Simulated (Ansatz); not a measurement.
# FePt: the cost of one run

Program: Ansatz 0.2.0. Level of theory: DFT PBE, scalar-relativistic, plane waves, PAW. These are calculated values, not measurements.

### Step 1. The starting structure

The structure is tetragonal, space group P4/mmm (No. 123). The conventional cell has a = 2.727 Å, b = 2.727 Å, c = 3.735 Å, α = 90.00°, β = 90.00°, γ = 90.00°. Around Fe (site symmetry 4/mmm) lie 8 Pt at 2.68 Å and 4 Fe at 2.73 Å. Pt (site symmetry 4/mmm) is surrounded by 8 Fe at 2.68 Å and 4 Pt at 2.73 Å.

As a file:

```
CELL_PARAMETERS angstrom
2.72731 0.00000 0.00000
0.00000 2.72731 0.00000
0.00000 0.00000 3.73500
ATOMIC_POSITIONS crystal
Fe 0.00000 0.00000 0.00000
Pt 0.50000 0.50000 0.50000
```

### Step 2. Relaxing cell and atoms: FePt, moments ++

Input file input.yaml:

```yaml
crystal:
  lattice:
    - [2.727310855, 0.0, 0.0]
    - [0.0, 2.727310855, 0.0]
    - [0.0, 0.0, 3.735]
  atoms:
    - { symbol: Fe, position: [0.0, 0.0, 0.0], spin: 3.0 }
    - { symbol: Pt, position: [0.5, 0.5, 0.5], spin: 0.4 }
magnetization:
  spin_polarized: true
scf:
  occupations: { method: gaussian, width: 0.05 }
output:
  forces: true
  stress: true
  eigenvalues: true
  populations: true
hamiltonian:
  xc: pbe
kpoints:
  mp_grid: { grid: [24, 24, 18] }
relax:
  f_tol: 0.005
  max_steps: 40
  cell: { stress_tol: 0.02, p_target: 0 }
```

Run with:

```
$ ansatz run input.yaml --threads 8 --pin off --max-ram 12288MiB --backend cpu --events-out ev --progress --plain --runs-dir out
```

Q: Estimate wall time and peak memory on 8 threads of Arm Neoverse N1, shared host.

About 94 s, with a peak of 1.2 GiB.
